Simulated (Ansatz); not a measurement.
# FH₅O₂Si₂: a ladder of functionals and wavefunction methods

An exercise on one series of results from a longer session: the logs are not shown, and one member is left open.

Computed with Ansatz 0.2.0, Gaussian basis. Level: functionals in def2-TZVPP, the program's frozen cores in correlated methods.

Levels to be run: LDA (SPW92), PBE-D4, revPBE-D4, BLYP-D4, r2SCAN-D4, B97M-V, PBE0-D4, B3LYP-D4, r2SCANh-D4, r2SCAN0-D4, HSE06-D4, BHLYP-D4, CAM-B3LYP-D4, LC-ωPBE, ωB97X-V, ωB97M-V, B2PLYP, PBE-QIDH; CCSD(T)/def2-SVP; CCSD(T)/def2-TZVPP; MP2/def2-QZVPP; extrapolation to the limit; RPA on PBE.

## The relaxed structure

An earlier PBE0-D4 in a triple-zeta def2 set relaxation fixed the geometry.

10 atoms, charge 0, spin multiplicity 1.

Atoms are counted from 1 here; the program's logs count them from 0.

Bond lengths: O1–Si2 1.635 Å, O1–H6 0.958 Å, Si2–O3 1.636 Å, Si2–H7 1.478 Å, Si2–H8 1.482 Å, O3–Si4 1.618 Å, Si4–F5 1.593 Å, Si4–H9 1.480 Å, Si4–H10 1.477 Å. Angles: Si2–O1–H6 118.5°, O1–Si2–O3 111.3°, O1–Si2–H7 105.5°, O1–Si2–H8 111.0°, O3–Si2–H7 109.7°, O3–Si2–H8 106.5°, H7–Si2–H8 112.9°, Si2–O3–Si4 148.5°, O3–Si4–F5 109.0°, O3–Si4–H9 110.7°, O3–Si4–H10 109.1°, F5–Si4–H9 107.2°, F5–Si4–H10 107.5°, H9–Si4–H10 113.2°.

Geometry (Å):

```xyz
10
charge 0, multiplicity 1
O    -2.1583   -0.5790   -0.8459
Si   -1.0434   -0.7647    0.3357
O     0.1195    0.3824    0.2402
Si    1.6400    0.7775   -0.1465
F     2.5230    0.8037    1.1791
H    -2.7741    0.1521   -0.7831
H    -0.4472   -2.0988    0.1117
H    -1.6618   -0.6278    1.6753
H     2.2313   -0.2365   -1.0478
H     1.6541    2.1400   -0.7157
```

Set-up of the first run:

Input file in.yaml:

```yaml
crystal:
  periodic: [false, false, false]
  atoms:
    - {symbol: O, position_ang: [-2.158282, -0.578960, -0.845858]}
    - {symbol: Si, position_ang: [-1.043373, -0.764696, 0.335704]}
    - {symbol: O, position_ang: [0.119501, 0.382420, 0.240233]}
    - {symbol: Si, position_ang: [1.639972, 0.777505, -0.146549]}
    - {symbol: F, position_ang: [2.523003, 0.803687, 1.179067]}
    - {symbol: H, position_ang: [-2.774141, 0.152107, -0.783142]}
    - {symbol: H, position_ang: [-0.447175, -2.098841, 0.111730]}
    - {symbol: H, position_ang: [-1.661763, -0.627841, 1.675256]}
    - {symbol: H, position_ang: [2.231296, -0.236458, -1.047758]}
    - {symbol: H, position_ang: [1.654062, 2.139977, -0.715681]}
basis:
  gaussian: {orbitals: def2-TZVPP}
hamiltonian: {xc: lda}
output: {orbitals: {seedname: orbitals}}
```

Among the steps run: LDA; PBE-D4 (GGA); revPBE-D4 (GGA); BLYP-D4 (GGA); r2SCAN-D4 (meta-GGA); B97M-V (meta-GGA); PBE0-D4 (hybrid); B3LYP-D4 (hybrid); r2SCANh-D4 (hybrid); r2SCAN0-D4 (hybrid); HSE06-D4 (hybrid); BHLYP-D4 (hybrid); CAM-B3LYP-D4 (range-separated); LC-ωPBE-D4 (range-separated; the results give it without D4); ωB97X-V (range-separated); ωB97M-V (range-separated); B2PLYP (double hybrid); PBE-QIDH (double hybrid).

One of the session's tables, all rows but one given; the rest of the session is left out.

It belongs to the step «Orbital energies across the functionals». 

| functional | HOMO (eV) | LUMO (eV) | gap (eV) |
| --- | --- | --- | --- |
| LDA (SPW92) | -7.55 | -0.73 | 6.82 |
| PBE-D4 | -7.50 | -0.52 | 6.98 |
| revPBE-D4 | -7.46 | -0.42 | 7.04 |
| BLYP-D4 | -7.43 | -0.49 | 6.95 |
| r2SCAN-D4 | ? | ? | ? |
| B97M-V | -7.97 | -0.33 | 7.63 |
| PBE0-D4 | -8.94 | 0.36 | 9.30 |
| B3LYP-D4 | -8.75 | 0.05 | 8.80 |
| r2SCANh-D4 | -8.39 | 0.29 | 8.68 |
| r2SCAN0-D4 | -9.18 | 0.69 | 9.88 |
| HSE06-D4 | -8.54 | -0.02 | 8.52 |
| BHLYP-D4 | -10.35 | 1.07 | 11.43 |
| CAM-B3LYP-D4 | -10.38 | 1.20 | 11.58 |
| LC-ωPBE | -11.72 | 2.49 | 14.21 |
| ωB97X-V | -11.40 | 2.30 | 13.70 |
| ωB97M-V | -11.23 | 1.88 | 13.11 |

Q: Estimate the row for r2SCAN-D4 from the others.

Worked estimate for «HOMO (eV)». Against the share of exact exchange, r2SCANh-D4 (0.1, -8.39), r2SCAN0-D4 (0.25, -9.18) give a slope of -5.27 per unit share; at 0 the line stands at -7.86.

**Answer.** HOMO (eV): -7.86; LUMO (eV): 0.01; gap (eV): 7.87. In «HOMO (eV)» the line misses by 0.00.
